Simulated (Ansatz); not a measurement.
**CH₄AlBr: one structure at several levels**

An exercise on one series of results from a longer session: the logs are not shown, and one member is left open.

Program: Ansatz 0.2.0, Gaussian basis. Level of theory: single points in def2-TZVPP. These are calculated values, not measurements.

Cores are frozen in the correlated methods. Filled d shells of the heavier atoms are correlated.

## Where the work starts

SMILES `[AlH2][CH2]Br`, 7 atoms, charge 0, spin multiplicity 1.

Atoms are counted from 1 here; the program's logs count them from 0.

Bond lengths: Al1–C2 2.350 Å, Al1–Br3 2.680 Å, Al1–H4 1.534 Å, Al1–H5 1.873 Å, C2–Br3 1.932 Å, C2–H6 1.063 Å, C2–H7 0.980 Å. Angles: C2–Al1–Br3 44.6°, C2–Al1–H4 135.5°, C2–Al1–H5 103.9°, Br3–Al1–H4 91.6°, Br3–Al1–H5 147.4°, H4–Al1–H5 117.5°, Al1–C2–Br3 76.8°, Al1–C2–H6 122.8°, Al1–C2–H7 117.2°, Br3–C2–H6 91.8°, Br3–C2–H7 102.8°, H6–C2–H7 120.0°, Al1–Br3–C2 58.6°.

As a file:

```mol
CH4AlBr
  3D, bonds by distance, orders not assigned

  7  7  0  0  0  0  0  0  0  0999 V2000
   -0.9051    0.1805   -0.9123 Al  0  0
    0.8267    0.2051    0.6767 C   0  0
    0.1801   -1.6138    0.7564 Br  0  0
   -2.0388   -0.7841   -1.2810 H   0  0
   -1.1247    1.9851   -1.3650 H   0  0
    0.6537    0.3468    1.7161 H   0  0
    1.7413    0.0961    0.3432 H   0  0
  1  2  8  0
  1  3  8  0
  1  4  8  0
  1  5  8  0
  2  3  8  0
  2  6  8  0
  2  7  8  0
M  END
```

The first run:

run/in.yaml reads:

```yaml
crystal:
  periodic: [false, false, false]
  atoms:
    - {symbol: Al, position_ang: [-0.905100, 0.180500, -0.912300]}
    - {symbol: C, position_ang: [0.826700, 0.205100, 0.676700]}
    - {symbol: Br, position_ang: [0.180100, -1.613800, 0.756400]}
    - {symbol: H, position_ang: [-2.038800, -0.784100, -1.281000]}
    - {symbol: H, position_ang: [-1.124700, 1.985100, -1.365000]}
    - {symbol: H, position_ang: [0.653700, 0.346800, 1.716100]}
    - {symbol: H, position_ang: [1.741300, 0.096100, 0.343200]}
basis:
  gaussian: {orbitals: def2-TZVPP}
correlation: {method: ccsd_t}
output: {forces: true}
```

The command line of these runs was not kept.

Steps of the session up to this table: CCSD(T)/def2-TZVPP; PBE0-D4/def2-TZVPP; wB97M-V/def2-TZVPP; r2SCAN-D4/def2-TZVPP; PBE-D4/def2-TZVPP; CAM-B3LYP-D4/def2-TZVPP; BHLYP-D4/def2-TZVPP.

One of the session's tables, all rows but one given; the rest of the session is left out.

```
      method  RMS force component (eV/Å)  angle to CCSD(T) forces (°)  dipole (D)
     CCSD(T)                       2.152                    reference        1.03
     PBE0-D4                       2.145                          2.1        0.98
     wB97M-V                           ?                            ?           ?
   r2SCAN-D4                       2.130                          1.4        1.02
      PBE-D4                       2.143                          3.3        1.01
CAM-B3LYP-D4                       2.137                          1.7        0.96
    BHLYP-D4                       2.109                          3.3        0.95
```

Q: Estimate the row for wB97M-V from the others.

The run gave: RMS force component (eV/Å): 2.130; angle to CCSD(T) forces (°): 1.5; dipole (D): 1.01.

Limits of these values: CCSD(T) in triple zeta still lacks some correlation energy of the bonds, so part of these gaps is its own basis error and they don't rank the functionals.
